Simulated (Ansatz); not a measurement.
# C2H6Cl2Si: the cost of one run

Method: the levels named in each step, in Ansatz 0.2.0.

## Step 1: The structure to begin with

Bond lengths: C1–Si2 1.901 Å, Si2–C3 1.901 Å, Si2–Cl4 2.033 Å, Si2–Cl5 2.033 Å, C1–H6 1.086 Å, C1–H7 1.087 Å, C1–H8 1.091 Å, C3–H9 1.087 Å, C3–H10 1.081 Å, C3–H11 1.086 Å. Angles (14 of 18 angles, heavy atoms first): C1–Si2–C3 112.1°, C1–Si2–Cl4 109.1°, C1–Si2–Cl5 109.0°, C3–Si2–Cl4 109.0°, C3–Si2–Cl5 109.1°, Cl4–Si2–Cl5 108.5°, Si2–C1–H6 111.2°, Si2–C1–H7 111.4°, Si2–C1–H8 110.9°, Si2–C3–H9 111.3°, Si2–C3–H10 111.6°, Si2–C3–H11 111.2°, H6–C1–H7 107.5°, H6–C1–H8 107.4°.

Structure file:

```xyz
11

C     1.3970   -1.6175   -0.1980
Si   -0.0273   -0.3873    0.0710
C    -1.5972   -1.2399    0.7204
Cl    0.5599    1.0258    1.4090
Cl   -0.4509    0.5295   -1.6934
H     1.1259   -2.3815   -0.9204
H     2.2869   -1.1173   -0.5712
H     1.6533   -2.1252    0.7326
H    -2.4019   -0.5251    0.8714
H    -1.9627   -1.9833    0.0255
H    -1.4139   -1.7297    1.6720
```

## Step 2: A rough first relaxation, PBE-D4/def2-SVP

This run stands in another session on the same molecule. It ended at:

```xyz
11

C     1.3877   -1.6185   -0.1951
Si   -0.0313   -0.4317    0.0793
C    -1.5925   -1.2388    0.7187
Cl    0.5730    1.0260    1.4468
Cl   -0.4644    0.5204   -1.7281
H     1.1029   -2.3906   -0.9387
H     2.2791   -1.0795   -0.5714
H     1.6558   -2.1217    0.7562
H    -2.3901   -0.4835    0.8610
H    -1.9535   -2.0006   -0.0021
H    -1.3977   -1.7329    1.6924
```

## Step 3: Relaxation, PBE0-D4/def2-TZVPP

input.yaml

```yaml
crystal:
  periodic: [false, false, false]
  atoms:
    - { symbol: C, position_ang: [1.3877217, -1.61849637, -0.19512601] }
    - { symbol: Si, position_ang: [-0.03134251, -0.43174913, 0.07926545] }
    - { symbol: C, position_ang: [-1.59249685, -1.23883689, 0.71866751] }
    - { symbol: Cl, position_ang: [0.57304261, 1.02597547, 1.44683803] }
    - { symbol: Cl, position_ang: [-0.46439649, 0.52041202, -1.728087] }
    - { symbol: H, position_ang: [1.10288246, -2.39057588, -0.93870315] }
    - { symbol: H, position_ang: [2.27912563, -1.07946543, -0.57144533] }
    - { symbol: H, position_ang: [1.65579045, -2.1217214, 0.75619107] }
    - { symbol: H, position_ang: [-2.39010674, -0.4835268, 0.86104862] }
    - { symbol: H, position_ang: [-1.95350774, -2.0006144, -0.00206649] }
    - { symbol: H, position_ang: [-1.39770252, -1.73286118, 1.6923773] }
basis:
  gaussian: { orbitals: def2-TZVPP }
hamiltonian:
  xc: pbe0
  dispersion: d4
relax:
  f_tol: 0.002
  max_steps: 150
```

Launch:

```console
$ ansatz run input.yaml --threads 4 --pin off --max-ram 10240MiB --backend cpu --events-out ev --progress --plain --runs-dir out
```

What time and memory should one allow on 4 threads of Arm Neoverse V1, shared host?

About 35 s, with a peak of 0.96 GiB.
